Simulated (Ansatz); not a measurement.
# Sn2C: the cost of one run

Program: Ansatz 0.2.0. Level of theory: DFT PBE, scalar-relativistic, plane waves, PAW, unless a step names another level. These are calculated values, not measurements.

7 further runs of the same task are left out: 3 that didn't finish, 4 set aside as unsound or not needed.

## Step 1: The structure to begin with

Symmetry: P-3m1, No. 164, trigonal system. Conventional cell: a = 3.488 Å, b = 3.488 Å, c = 11.886 Å, α = 90.00°, β = 90.00°, γ = 120.00°. Around Sn (site symmetry 3m) lie 3 C at 2.32 Å. Sn (site symmetry 3m) is surrounded by 12 Sn at 3.36 to 3.49 Å. C (site symmetry 3m) is surrounded by 1 C at 1.38 Å.

As a file:

```xyz
6
Lattice="3.4884 0.0000 0.0000 -1.7442 3.0210 0.0000 0.0000 0.0000 11.8858" Properties=species:S:1:pos:R:3 pbc="T T T"
Sn    0.0000    2.0140    1.8497
Sn    1.7442    1.0070   10.0361
Sn    1.7442    1.0070    4.5336
Sn    0.0000    2.0140    7.3522
C     0.0000    0.0000    0.6896
C     0.0000    0.0000   11.1962
```

It came out lowest among 22 distinct ends of the trial cells. At a tolerance of 0.05 Å it has space group P-3m1 (No. 164).

## Step 2: Tight relaxation for the response runs, on the response runs' mesh and smearing

File input.yaml:

```yaml
crystal:
  lattice:
    - [3.4884020851, 0.0, 0.0]
    - [-1.7442010426, 3.0210448244, 0.0]
    - [0.0, 0.0, 11.8858165939]
  atoms:
    - { symbol: Sn, position: [0.3333333333, 0.6666666667, 0.1556223988] }
    - { symbol: Sn, position: [0.6666666667, 0.3333333333, 0.8443776012] }
    - { symbol: Sn, position: [0.6666666667, 0.3333333333, 0.3814314007] }
    - { symbol: Sn, position: [0.3333333333, 0.6666666667, 0.6185685993] }
    - { symbol: C, position: [0.0, 0.0, 0.0580167609] }
    - { symbol: C, position: [0.0, 0.0, 0.9419832391] }
basis:
  ecutwfc: 420
kpoints:
  mp_grid: { grid: [12, 12, 4] }
hamiltonian:
  xc: pbe
scf:
  occupations: { method: gaussian, width: 0.1 }
output:
  forces: true
  stress: true
  eigenvalues: true
relax:
  adjacent_minimum: "off"
  f_tol: 0.001
  max_steps: 60
  cell: { stress_tol: 0.01 }
```

Command:

```bash
$ ansatz run input.yaml --threads 3 --pin off --max-ram 7680MiB --backend cpu --events-out ev --progress --plain --runs-dir out
```

**Question.** How long does this run take on 3 threads of Intel Xeon Platinum 8259CL at 2.50GHz (Skylake/Cascade Lake), shared host, and how much memory does it need?

About 53 s, with a peak of 0.66 GiB.
